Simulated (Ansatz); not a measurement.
# H2OSi: the cost of one run

Program: Ansatz 0.2.0, Gaussian basis. Level of theory: PBE0-D4/def2-TZVP structures, single points in def2-TZVPP, no counterpoise correction. These are calculated values, not measurements.

Levels: SPW92, PBE-D4, BLYP-D4, r2SCAN-D4, B97M-V, PBE0-D4, B3LYP-D4, r2SCAN0-D4, BHLYP-D4, CAM-B3LYP-D4, wB97X-V, wB97M-V, B2PLYP, PBE-QIDH, RPA on PBE, Hartree-Fock, MP2, CCSD, CCSD(T).

Cores are frozen in the correlated methods. B3LYP uses VWN-RPA correlation. B2PLYP carries no dispersion term here.

56 further runs of the same task are left out: 56 set aside as unsound or not needed.

## Step 1: The system as given

The complex: 12 atoms, charge 0, spin multiplicity 1.

Atoms are counted from 1 here; the program's logs count them from 0.

Bond lengths: Si1–O4 1.517 Å, Si1–H6 1.485 Å, Si1–H7 1.485 Å, C2–C3 1.517 Å, C2–H5 1.099 Å, C2–H8 1.093 Å, C2–H9 1.097 Å, C3–H10 1.092 Å, C3–H11 1.092 Å, C3–H12 1.091 Å. Angles: O4–Si1–H6 124.2°, O4–Si1–H7 124.0°, H6–Si1–H7 111.6°, C3–C2–H5 110.9°, C3–C2–H8 112.4°, C3–C2–H9 111.4°, H5–C2–H8 105.9°, H5–C2–H9 109.9°, H8–C2–H9 106.1°, C2–C3–H10 111.5°, C2–C3–H11 111.2°, C2–C3–H12 111.0°, H10–C3–H11 107.7°, H10–C3–H12 107.5°, H11–C3–H12 107.8°.

As a file:

| atom | x (Å) | y (Å) | z (Å) |
| --- | --- | --- | --- |
| Si1 | -1.8147 | 0.2075 | 1.2725 |
| C2 | 0.8999 | -0.2107 | 0.1064 |
| C3 | 0.9375 | 0.0414 | -1.3889 |
| O4 | -1.9006 | 1.7021 | 1.5184 |
| H5 | 0.5170 | 0.6687 | 0.6431 |
| H6 | -1.4474 | -0.7890 | 2.3108 |
| H7 | -2.2187 | -0.4500 | 0.0032 |
| H8 | 1.8918 | -0.4050 | 0.5212 |
| H9 | 0.2910 | -1.0907 | 0.3480 |
| H10 | -0.0601 | 0.2420 | -1.7856 |
| H11 | 1.3411 | -0.8203 | -1.9245 |
| H12 | 1.5633 | 0.9041 | -1.6245 |

Its parts: SiH2O holds atoms 1, 4, 6, 7; C2H6 holds atoms 2, 3, 5, 8, 9, 10, 11, 12. Each part counts its atoms afresh in its own runs.

## Step 2: Relaxing SiH2O alone

Input file relax-a/in.yaml:

```yaml
crystal:
  periodic: [false, false, false]
  atoms:
    - {symbol: Si, position_ang: [-1.814693, 0.207462, 1.272472]}
    - {symbol: O, position_ang: [-1.900597, 1.702096, 1.518375]}
    - {symbol: H, position_ang: [-1.447432, -0.788957, 2.310849]}
    - {symbol: H, position_ang: [-2.218726, -0.450008, 0.003153]}
basis:
  gaussian: {orbitals: def2-TZVP}
hamiltonian: {xc: pbe0, dispersion: d4}
relax: {f_tol: 0.005, max_steps: 200}
```

Launch:

```
$ ansatz run in.yaml --threads 4 --pin off --events-out ev --progress --plain --max-ram 9574MiB
```

**Question.** How long does this run take on 4 threads of Intel Xeon Platinum 8175M at 2.50GHz, shared host?

About 3.9 s.
